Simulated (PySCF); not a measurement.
# Pb(SH)4: a change of charge

How does Pb(SH)4 respond at fixed geometry? The runs cover a change of charge. It is a constructed species; whether it can be made isn't addressed.

Computed with PySCF 2.14.0. Level: PBE0, Pb def2-SVP with ECP60, S def2-SVP, H def2-SVP; scalar-relativistic core potentials, no spin–orbit coupling.

1 further run of the same task is left out (for a known fault of the program).

### Step 1. Starting geometry

9 atoms, charge 0, spin multiplicity 1.

Bond lengths: Pb1–S2 2.511 Å, Pb1–S4 2.511 Å, Pb1–S6 2.511 Å, Pb1–S8 2.511 Å, S2–H3 1.352 Å, S4–H5 1.352 Å, S6–H7 1.353 Å, S8–H9 1.353 Å. Angles: S2–Pb1–S4 115.9°, S2–Pb1–S6 106.3°, S2–Pb1–S8 106.3°, S4–Pb1–S6 106.3°, S4–Pb1–S8 106.3°, S6–Pb1–S8 115.9°, Pb1–S2–H3 91.9°, Pb1–S4–H5 91.9°, Pb1–S6–H7 91.9°, Pb1–S8–H9 91.9°.

Geometry (Å):

```
Pb    0.0000    0.0000   -0.0002
S     1.4679    1.5424    1.3317
H     2.5140    0.6887    1.2538
S    -1.4679   -1.5424    1.3317
H    -2.5140   -0.6887    1.2538
S     1.5427   -1.4674   -1.3323
H     0.6873   -2.5124   -1.2578
S    -1.5427    1.4674   -1.3323
H    -0.6873    2.5124   -1.2578
```

Formal oxidation states: Pb +4. An earlier session relaxed this geometry at PBE0, Pb def2-SVP with ECP60, S def2-SVP, H def2-SVP (singlet, point group S4).

Its energy there is -1787.051730 Eh.

### Step 2. One electron removed, multiplicity 2

run.py (the lines that set the calculation)

```python
mol = gto.M(atom='''
Pb     0.00000     0.00000    -0.00021
S      1.46787     1.54237     1.33173
H      2.51400     0.68868     1.25376
S     -1.46787    -1.54237     1.33173
H     -2.51400    -0.68868     1.25376
S      1.54266    -1.46737    -1.33234
H      0.68730    -2.51240    -1.25782
S     -1.54266     1.46737    -1.33234
H     -0.68730     2.51240    -1.25782''',
    basis={'Pb': 'def2-SVP', 'S': 'def2-SVP', 'H': 'def2-SVP'},
    ecp={'Pb': 'def2-SVP'},
    charge=1, spin=1)
mf = dft.UKS(mol, xc='PBE0')
mf.grids.atom_grid = (50, 194)
mf = mf.density_fit()  # fitting sets: Pb def2-universal-JKFIT, S def2-universal-JKFIT, H def2-universal-JKFIT
mf.conv_tol = 1e-08; mf.max_cycle = 55
mf.kernel(dm0)  # dm0: the density of the relaxed state
```

Run with:

```bash
> OMP_NUM_THREADS=2 python run.py
```

The program printed:

```text
init E= -1787.05740386488
cycle= 1 E= -1786.6993640271  delta_E= 0.358  |g|= 0.128  |ddm|= 0.737
  HOMO = -0.459663413023  LUMO = -0.425289008029  gap/eV = 0.93538
cycle= 2 E= -1786.69347121442  delta_E= 0.00589  |g|= 0.153  |ddm|= 0.495
  HOMO = -0.44061990734  LUMO = -0.40760784496  gap/eV = 0.89830
cycle= 3 E= -1786.68950284824  delta_E= 0.00397  |g|= 0.159  |ddm|= 0.554
  HOMO = -0.435713330608  LUMO = -0.405524792513  gap/eV = 0.82147
cycle= 4 E= -1786.7117734919  delta_E= -0.0223  |g|= 0.0124  |ddm|= 0.337
  HOMO = -0.435384429037  LUMO = -0.402950800218  gap/eV = 0.88256
cycle= 5 E= -1786.71192407057  delta_E= -0.000151  |g|= 0.00393  |ddm|= 0.025
  HOMO = -0.435267204289  LUMO = -0.40245219866  gap/eV = 0.89294
cycle= 6 E= -1786.71193984405  delta_E= -1.58e-05  |g|= 0.00267  |ddm|= 0.0105
  HOMO = -0.435200932083  LUMO = -0.402347759951  gap/eV = 0.89398
cycle= 7 E= -1786.71194733562  delta_E= -7.49e-06  |g|= 0.00198  |ddm|= 0.00766
  HOMO = -0.435114120848  LUMO = -0.402301720577  gap/eV = 0.89287
cycle= 8 E= -1786.71195130378  delta_E= -3.97e-06  |g|= 0.00156  |ddm|= 0.00598
  HOMO = -0.435070490226  LUMO = -0.402280612518  gap/eV = 0.89226
cycle= 9 E= -1786.71195390319  delta_E= -2.6e-06  |g|= 0.00119  |ddm|= 0.00595
  HOMO = -0.435082042466  LUMO = -0.402266311439  gap/eV = 0.89296
cycle= 10 E= -1786.71195522385  delta_E= -1.32e-06  |g|= 0.000972  |ddm|= 0.00442
  HOMO = -0.435089420658  LUMO = -0.402260426397  gap/eV = 0.89332
cycle= 11 E= -1786.711956277  delta_E= -1.05e-06  |g|= 0.000725  |ddm|= 0.00425
  HOMO = -0.435098785463  LUMO = -0.402250728506  gap/eV = 0.89384
cycle= 12 E= -1786.71195767456  delta_E= -1.4e-06  |g|= 0.00016  |ddm|= 0.0107
  HOMO = -0.435100671807  LUMO = -0.402251719594  gap/eV = 0.89387
cycle= 13 E= -1786.71195776407  delta_E= -8.95e-08  |g|= 1.68e-05  |ddm|= 0.00336
  HOMO = -0.435101567578  LUMO = -0.402252939842  gap/eV = 0.89386
cycle= 14 E= -1786.71195776479  delta_E= -7.23e-10  |g|= 4.82e-06  |ddm|= 0.000268
  HOMO = -0.435101634831  LUMO = -0.40225260705  gap/eV = 0.89387
Extra cycle  E= -1786.71195776486  delta_E= -7.37e-11  |g|= 3.76e-06  |ddm|= 2.39e-05
converged SCF energy = -1786.71195776486  <S^2> = 0.76158622  2S+1 = 2.0115529
```

Wall time 11 s (2 threads of Arm Neoverse V1, shared host).

Read off: E = -1786.711958 Eh (+9.246 eV from the relaxed state), HOMO -11.84 eV, LUMO -10.95 eV (over both spins), ⟨S²⟩ = 0.762, Mulliken charge on Pb1 +0.58 e. 

### Step 3. One electron added, multiplicity 2

Changes to run.py (the lines that set the calculation) since step 2:

```diff
@@ -12,3 +12,3 @@
     ecp={'Pb': 'def2-SVP'},
-    charge=1, spin=1)
+    charge=-1, spin=1)
 mf = dft.UKS(mol, xc='PBE0')
```

Run with:

```bash
> OMP_NUM_THREADS=2 python run.py
```

The program printed:

```text
init E= -1787.05715722316
  HOMO = -0.126021947209  LUMO = -0.12171016895  gap/eV = 0.11733
cycle= 1 E= -1787.09513981763  delta_E= -0.038  |g|= 0.152  |ddm|= 1.85
  HOMO = 0.0373995073567  LUMO = 0.102865661081  gap/eV = 1.78142
cycle= 2 E= -1787.1011591305  delta_E= -0.00602  |g|= 0.136  |ddm|= 0.584
  HOMO = 0.00546647450116  LUMO = 0.0724665699619  gap/eV = 1.82317
cycle= 3 E= -1787.11257230813  delta_E= -0.0114  |g|= 0.0237  |ddm|= 0.274
  HOMO = 0.0028734706386  LUMO = 0.0710611595795  gap/eV = 1.85548
cycle= 4 E= -1787.11289608892  delta_E= -0.000324  |g|= 0.00767  |ddm|= 0.0457
  HOMO = 0.00165269624488  LUMO = 0.0707289744301  gap/eV = 1.87966
cycle= 5 E= -1787.1129437193  delta_E= -4.76e-05  |g|= 0.00176  |ddm|= 0.018
  HOMO = 0.00154486323067  LUMO = 0.0709813658013  gap/eV = 1.88946
cycle= 6 E= -1787.11294721031  delta_E= -3.49e-06  |g|= 0.000654  |ddm|= 0.00463
  HOMO = 0.00154234718707  LUMO = 0.0711054017611  gap/eV = 1.89291
cycle= 7 E= -1787.11294770226  delta_E= -4.92e-07  |g|= 0.000101  |ddm|= 0.00157
  HOMO = 0.00153492880226  LUMO = 0.0711167813264  gap/eV = 1.89342
cycle= 8 E= -1787.11294771949  delta_E= -1.72e-08  |g|= 2.96e-05  |ddm|= 0.000379
  HOMO = 0.00153481733319  LUMO = 0.0711171645695  gap/eV = 1.89343
cycle= 9 E= -1787.11294772023  delta_E= -7.35e-10  |g|= 7.75e-06  |ddm|= 5.85e-05
  HOMO = 0.00153510747087  LUMO = 0.0711173001969  gap/eV = 1.89343
Extra cycle  E= -1787.11294772031  delta_E= -8.32e-11  |g|= 5.43e-06  |ddm|= 2.67e-05
converged SCF energy = -1787.11294772031  <S^2> = 0.75606371  2S+1 = 2.0060545
```

It took 5.8 s on 2 threads of Arm Neoverse V1, shared host.

Result: E = -1787.112948 Eh (-1.666 eV from the relaxed state), HOMO 0.04 eV, LUMO 1.94 eV (over both spins), ⟨S²⟩ = 0.756, Mulliken charge on Pb1 +0.47 e. The highest filled level lies above zero; it isn't the detachment energy.

### Step 4. Results

| state | energy from the relaxed state (eV) | ⟨S²⟩ | time |
| --- | --- | --- | --- |
| charge 0, singlet, vacuum (relaxed) | 0 | 0.00 |  |
| charge -1, doublet, vacuum | -1.67 | 0.76 | 5.8 s |
| charge +1, doublet, vacuum | 9.25 | 0.76 | 11 s |

An electron taken off or put on is at rest in vacuum. 

Removing an electron vertically costs 9.25 eV (doublet), against −HOMO = 7.54 eV. Adding an electron vertically releases 1.67 eV (doublet). The bases are small and lack diffuse functions. Spin–orbit coupling is left out.
